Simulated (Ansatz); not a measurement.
**HF/STO-3G run of CH5BO (SMILES CBO)**

What is the electronic atomisation energy of CH5BO at HF/STO-3G? 

The results are computed with Ansatz 0.2.0.

57 further runs of the same task are left out: 57 set aside as unsound or not needed.

**1. The system as given**

CH5BO has 8 atoms, charge 0, and is taken as a singlet. SMILES: `CBO`. The shape is that of a PBE0-D4/def2-TZVP optimisation. This is one conformer, not always the lowest.

Bond lengths: C1–B2 1.559 Å, B2–O3 1.357 Å, C1–H4 1.092 Å, C1–H5 1.096 Å, C1–H6 1.096 Å, B2–H7 1.207 Å, O3–H8 0.960 Å. Angles: C1–B2–O3 119.4°, C1–B2–H7 121.8°, O3–B2–H7 118.7°, B2–C1–H4 113.4°, B2–C1–H5 110.2°, B2–C1–H6 110.2°, B2–O3–H8 113.1°, H4–C1–H5 108.7°, H4–C1–H6 108.7°, H5–C1–H6 105.3°.

**2. The energy at HF/STO-3G**

job.yaml reads:

```yaml
crystal:
  periodic: [false, false, false]
  atoms:
    - {symbol: C, position_ang: [-0.618600, 0.710300, -0.324600]}
    - {symbol: B, position_ang: [0.508800, -0.240100, 0.180200]}
    - {symbol: O, position_ang: [0.240700, -1.558300, 0.355600]}
    - {symbol: H, position_ang: [-1.568300, 0.201200, -0.499400]}
    - {symbol: H, position_ang: [-0.308500, 1.205100, -1.251900]}
    - {symbol: H, position_ang: [-0.780500, 1.520100, 0.395700]}
    - {symbol: H, position_ang: [1.620500, 0.163100, 0.420800]}
    - {symbol: H, position_ang: [0.998200, -2.058400, 0.667700]}
basis:
  gaussian: {orbitals: STO-3G}
hamiltonian: {xc: hf}
accuracy: high
output: {orbitals: {seedname: orbitals}}
```

Started as:

```sh
$ ansatz run job.yaml --threads 1 --pin off --max-ram 3480MiB --events-out events.jsonl --progress --plain --runs-dir runs
```

What it wrote:

```text
Warning: RAYON_NUM_THREADS=1 ignored (pool sized by the plan → 1); use --threads N
Functional definition: HF
  name "HF"
  exchange = exact_x
  correlation = 0
372 factors; integrals over basis functions are off by at most 3.1e-8 eV
mean field evaluation 1: about -3769.4910 eV, gradient 2.0e1 eV
mean field evaluation 2: about -3769.5865 eV, gradient 2.0e1 eV
mean field evaluation 4: about -3770.9417 eV, gradient 1.4e0 eV
mean field evaluation 8: about -3770.9493 eV, gradient 1.4e-6 eV
mean field -3770.94928218 eV, -138.5798300787 hartree, gradient 9.3e-8 eV, S^2 0.000000; 0 other end points of the search recorded, 0 dependent functions left out
reference -3770.94928218 eV, -138.5798300787 hartree; 12, 12 occupied and 8, 8 virtual orbitals, 372 factors
Total energy: -3770.94928218 eV, -138.5798300787 hartree
```

Wall time 0.12 s (1 thread of Arm Neoverse V1, shared host).

**3. The B atom at the same level**

job.yaml reads:

```yaml
crystal:
  periodic: [false, false, false]
  atoms:
    - {symbol: B, position_ang: [0.000000, 0.000000, 0.000000]}
basis:
  gaussian:
    orbitals: STO-3G
magnetization:
  spin_polarized: true
  initial_magnetization: 1
hamiltonian:
  xc: hf
accuracy: high
```

Run the same way, it converges to -24.14899 Eh (log not shown).

**4. The C atom at the same level**

job.yaml reads:

```yaml
basis:
  gaussian:
    orbitals: STO-3G
crystal:
  periodic: [false, false, false]
  atoms:
    - {symbol: C, position_ang: [0.000000, 0.000000, 0.000000]}
hamiltonian:
  xc: hf
magnetization:
  spin_polarized: true
  initial_magnetization: 2
accuracy: high
```

Run the same way, it converges to -37.19839 Eh (log not shown).

**5. The H atom**

input.yaml reads:

```yaml
basis:
  gaussian:
    orbitals: STO-3G
crystal:
  periodic: [false, false, false]
  atoms:
    - {symbol: H, position_ang: [0.000000, 0.000000, 0.000000]}
magnetization:
  spin_polarized: true
  initial_magnetization: 1
hamiltonian:
  xc: hf
accuracy: high
```

Run the same way, it converges to -0.46658 Eh (log not shown).

**6. The O atom**

in.yaml reads:

```yaml
crystal:
  periodic: [false, false, false]
  atoms:
    - {symbol: O, position_ang: [0.000000, 0.000000, 0.000000]}
basis:
  gaussian: {orbitals: STO-3G}
magnetization: {spin_polarized: true, initial_magnetization: 2}
hamiltonian: {xc: hf}
accuracy: high
```

Started as:

```sh
$ ansatz run in.yaml --threads 1 --pin off --max-ram 3480MiB --events-out events.jsonl --progress --plain --runs-dir runs
```

What it wrote:

```text
Warning: RAYON_NUM_THREADS=1 ignored (pool sized by the plan → 1); use --threads N
[... 4 set-up lines as earlier in the session ...]
15 factors; integrals over basis functions are off by at most 1.1e-9 eV
mean field evaluation 1: about -2008.3132 eV, gradient 1.7e-14 eV
mean field evaluation 2: about -2008.3132 eV, gradient 0.0e0 eV
mean field -2008.31323932 eV, -73.8041502613 hartree, gradient 0.0e0 eV, S^2 2.000000; 2 other end points of the search recorded, 0 dependent functions left out
reference -2008.31323932 eV, -73.8041502613 hartree; 5, 3 occupied and 0, 2 virtual orbitals, 15 factors
Total energy: -2008.31323932 eV, -73.8041502613 hartree
```

Wall time 0.04 s (1 thread of Arm Neoverse V1, shared host).

**7. Summary of results**

Level: HF/STO-3G.

```
                     quantity          value
       molecule: total energy  -138.57983 Eh
        molecule: HOMO energy      -10.34 eV
        molecule: LUMO energy        8.56 eV
      molecule: HOMO–LUMO gap       18.90 eV
         B atom: total energy   -24.14899 Eh
                 B atom: ⟨S²⟩          0.750
         C atom: total energy   -37.19839 Eh
                 C atom: ⟨S²⟩          2.000
         H atom: total energy    -0.46658 Eh
                 H atom: ⟨S²⟩          0.750
         O atom: total energy   -73.80415 Eh
                 O atom: ⟨S²⟩          2.000
electronic atomisation energy      29.807 eV
```

In words: Taking the molecule apart into free atoms costs 29.81 eV (687 kcal/mol), before zero-point energy and without spin-orbit coupling. Hartree–Fock lacks the correlation of the bonding pairs, which as a rule makes this value much too low; in minimal bases other errors can mask that. In a minimal basis such a difference can be off by several eV, whatever the method.
